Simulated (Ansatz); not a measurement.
# CH₈FGeNOSi: relaxing the structure

What shape does CH₈FGeNOSi take? The plan is to relax it.

Method: RKS PBE0-D4/def2-TZVP; program: Ansatz 0.2.0, Gaussian basis.

Plan: relaxation at PBE0-D4/def2-TZVP.

1 further run of the same task is left out (set aside as unsound or not needed).

**1. Where the work starts**

SMILES `C[N]([GeH3])[SiH](O)F`, 14 atoms, charge 0, spin multiplicity 1.

Atoms are counted from 1 here; the program's logs count them from 0.

Bond lengths: C1–N2 1.451 Å, C1–H7 1.093 Å, C1–H8 1.093 Å, C1–H9 1.090 Å, N2–Ge3 1.838 Å, N2–Si4 1.703 Å, Ge3–H10 1.495 Å, Ge3–H11 1.497 Å, Ge3–H12 1.505 Å, Si4–O5 1.622 Å, Si4–F6 1.612 Å, Si4–H13 1.450 Å, O5–H14 0.953 Å. Angles: N2–C1–H7 110.5°, N2–C1–H8 111.6°, N2–C1–H9 109.6°, H7–C1–H8 108.1°, H7–C1–H9 108.5°, H8–C1–H9 108.5°, C1–N2–Ge3 123.0°, C1–N2–Si4 120.8°, Ge3–N2–Si4 115.8°, N2–Ge3–H10 110.7°, N2–Ge3–H11 110.5°, N2–Ge3–H12 104.1°, H10–Ge3–H11 110.4°, H10–Ge3–H12 110.4°, H11–Ge3–H12 110.7°, N2–Si4–O5 100.0°, N2–Si4–F6 112.5°, N2–Si4–H13 117.4° and more.

The start is a GFN2-xTB geometry.

**2. Relaxation at PBE0-D4/def2-TZVP**

Contents of in.yaml:

```yaml
crystal:
  periodic: [false, false, false]
  atoms:
    - {symbol: C, position_ang: [1.052150, -1.503160, 0.028910]}
    - {symbol: N, position_ang: [0.169300, -0.353110, -0.019520]}
    - {symbol: Ge, position_ang: [-1.256320, -0.232540, -1.174110]}
    - {symbol: Si, position_ang: [0.513360, 1.049120, 0.883250]}
    - {symbol: O, position_ang: [-0.766740, 1.961150, 0.484060]}
    - {symbol: F, position_ang: [0.473900, 0.784350, 2.472870]}
    - {symbol: H, position_ang: [1.170490, -1.851320, 1.057850]}
    - {symbol: H, position_ang: [2.043760, -1.265870, -0.365200]}
    - {symbol: H, position_ang: [0.629780, -2.314010, -0.564530]}
    - {symbol: H, position_ang: [-2.532880, -0.047450, -0.418570]}
    - {symbol: H, position_ang: [-1.054450, 0.892750, -2.140530]}
    - {symbol: H, position_ang: [-1.258950, -1.554840, -1.892080]}
    - {symbol: H, position_ang: [1.789260, 1.698070, 0.649040]}
    - {symbol: H, position_ang: [-0.972670, 2.736870, 0.998570]}
basis:
  gaussian: {orbitals: def2-TZVP}
hamiltonian: {xc: pbe0, dispersion: d4}
relax: {f_tol: 0.005, max_steps: 150}
```

Started as:

```
ansatz run in.yaml --threads 2 --pin off --events-out ev --progress --plain --max-ram 32768MiB --backend cuda --devices 0, --max-vram 18GiB
```

Q: Predict the results of all the runs planned. Wanted: point group; shift from the start; total energy; dispersion term; dipole moment.

As calculated:

| quantity | value |
| --- | --- |
| point group | C1 |
| steps | 39 |
| shift from the start (rms) | 0.801 Å |
| total energy | -71806.5574 eV |
| dispersion term | -300 meV |
| dipole moment | 0.58 D |

**Reading.** The atoms moved 0.80 Å (rms) from the start; the bond that changed most is Ge3–H11, from 1.497 to 1.540 Å. No vibrations were run, so it is not proven to be a minimum. The largest Mulliken charge, +0.62 e, sits on Si4.
